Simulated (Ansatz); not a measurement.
**GaN: strong compression**

One table from this session's results is given with a row withheld; the runs are named, their logs left out.

Method: DFT PBE, with the methods named in each step, in Ansatz 0.2.0.

**The structure to begin with**

The structure is cubic, space group F-43m (No. 216). Conventional cell: a = 4.334 Å, b = 4.334 Å, c = 4.334 Å, α = 90.00°, β = 90.00°, γ = 90.00°. Ga (site symmetry -43m) has 4 N at 1.88 Å as nearest neighbours. N (site symmetry -43m) has 4 Ga at 1.88 Å as nearest neighbours.

Structure file:

```
CELL_PARAMETERS angstrom
0.00000 2.16709 2.16709
2.16709 0.00000 2.16709
2.16709 2.16709 0.00000
ATOMIC_POSITIONS crystal
Ga 0.00000 0.00000 0.00000
N 0.25000 0.25000 0.25000
```

Whether this phase is the stable one at these pressures isn't tested.

Atoms are numbered in the order of the input: Ga1, N2.

Set-up of the first run:

input.yaml

```yaml
crystal:
  lattice:
    - [0.0, 2.1670925389, 2.1670925389]
    - [2.1670925389, 0.0, 2.1670925389]
    - [2.1670925389, 2.1670925389, 0.0]
  atoms:
    - { symbol: Ga, position: [0.0, 0.0, 0.0] }
    - { symbol: "N", position: [0.25, 0.25, 0.25] }
kpoints:
  mp_grid: { grid: [17, 17, 17] }
scf:
  occupations: { method: fermi_dirac, width: 0.05 }
hamiltonian:
  xc: pbe
  pseudopotentials: { kind: paw }
output:
  forces: true
  stress: true
relax:
  f_tol: 0.005
  max_steps: 40
  cell: {}
```

On the command line:

```
$ ansatz run input.yaml --threads 1 --pin off --max-ram 2048MiB --backend cpu --events-out ev --progress --plain --runs-dir out
```

Among the steps run: Cell relaxed at zero pressure, PAW; More of the same log: cell relaxed at zero pressure; Volume scaled by 1, PAW; Volume scaled by 0.94, PAW; Volume scaled by 0.88, PAW; Volume scaled by 0.8, PAW; Volume scaled by 0.72, PAW; Volume scaled by 0.64, PAW; Volume scaled by 0.55, PAW; Volume scaled by 0.55, PAW (level accurate).

One of the session's tables, all rows but one given; the rest of the session is left out.

| method | volume over the first | volume (Å³/atom) | pressure (GPa) | gap on the k mesh (eV) |
| --- | --- | --- | --- | --- |
| PAW | 1 | 11.763 | 0.01 | 1.54 |
| PAW | 0.94 | 11.057 | 12.21 | 1.94 |
| PAW | 0.88 | 10.351 | 29.13 | 2.36 |
| PAW | 0.8 | 9.410 | 62.42 | 2.96 |
| PAW | 0.72 | ? | ? | ? |
| PAW | 0.64 | 7.528 | 200.16 | 3.42 |
| PAW | 0.55 | 6.470 | 367.17 | 3.40 |
| PAW (level accurate) | 0.55 | 6.470 | 366.67 | 3.42 |

**Question.** Estimate the row for PAW, 0.72.

As computed: volume (Å³/atom): 8.469; pressure (GPa): 115.00; gap on the k mesh (eV): 3.43. In the column «volume (Å³/atom)» it lies between PAW, 0.64 (7.528) and PAW, 0.8 (9.410).
